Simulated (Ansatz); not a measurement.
# C2H6OSi: how energies converge with the basis set

Aim: see how fast density functionals converge with the basis set for C2H6OSi.

Program: Ansatz 0.2.0, Gaussian basis. Level of theory: one geometry, several basis sets. These are calculated values, not measurements.

Levels to be run: PBE0-D4/def2-SVP; ωB97M-V/def2-SVP; PBE0-D4/def2-QZVPP; ωB97M-V/def2-QZVPP; the functionals' def2-TZVPP values are taken from earlier runs.

### 1 The relaxed structure

An earlier PBE0-D4 in a triple-zeta def2 set relaxation fixed the geometry.

SMILES `CO[Si]C`, 10 atoms, charge 0, spin multiplicity 1.

Atoms are counted from 1 here; the program's logs count them from 0.

Bond lengths: C1–O2 1.407 Å, C1–H5 1.093 Å, C1–H6 1.093 Å, C1–H7 1.093 Å, O2–Si3 1.646 Å, Si3–C4 1.908 Å, C4–H8 1.097 Å, C4–H9 1.097 Å, C4–H10 1.093 Å. Angles: O2–C1–H5 109.2°, O2–C1–H6 112.4°, O2–C1–H7 109.1°, H5–C1–H6 108.9°, H5–C1–H7 108.3°, H6–C1–H7 108.9°, C1–O2–Si3 133.8°, O2–Si3–C4 103.0°, Si3–C4–H8 111.9°, Si3–C4–H9 111.9°, Si3–C4–H10 109.8°, H8–C4–H9 107.4°, H8–C4–H10 107.8°, H9–C4–H10 107.8°.

### 2 PBE0-D4 in def2-SVP

in.yaml

```yaml
crystal:
  periodic: [false, false, false]
  atoms:
    - {symbol: C, position_ang: [-0.453829, 1.262722, -0.782506]}
    - {symbol: O, position_ang: [0.892924, 1.066726, -0.423503]}
    - {symbol: Si, position_ang: [1.695129, -0.124415, 0.380430]}
    - {symbol: C, position_ang: [0.308438, -1.365034, 0.803308]}
    - {symbol: H, position_ang: [-0.527210, 1.344835, -1.869842]}
    - {symbol: H, position_ang: [-1.097236, 0.445711, -0.445329]}
    - {symbol: H, position_ang: [-0.809578, 2.197605, -0.342366]}
    - {symbol: H, position_ang: [-0.184370, -1.751168, -0.097221]}
    - {symbol: H, position_ang: [-0.467580, -0.912372, 1.432492]}
    - {symbol: H, position_ang: [0.726312, -2.215810, 1.347437]}
basis:
  gaussian: {orbitals: def2-SVP}
hamiltonian: {xc: pbe0, dispersion: d4}
output: {orbitals: {seedname: orbitals}}
```

After this run come: ωB97M-V in def2-SVP; PBE0-D4 in def2-QZVPP; ωB97M-V in def2-QZVPP.

Before running them: what should the planned runs give, taken together? Wanted: PBE0-D4: double and triple zeta above quadruple; ωB97M-V: double and triple zeta above quadruple.

As calculated:

```
                                       quantity          value
PBE0-D4: double and triple zeta above quadruple  8.27, 0.52 eV
ωB97M-V: double and triple zeta above quadruple  8.47, 0.50 eV
```

**Reading.** PBE0-D4 gains 7.75 eV from double to triple zeta, then 0.52 eV more. These are total energies; as a rule much of such shifts cancels in differences, which this series doesn't test.
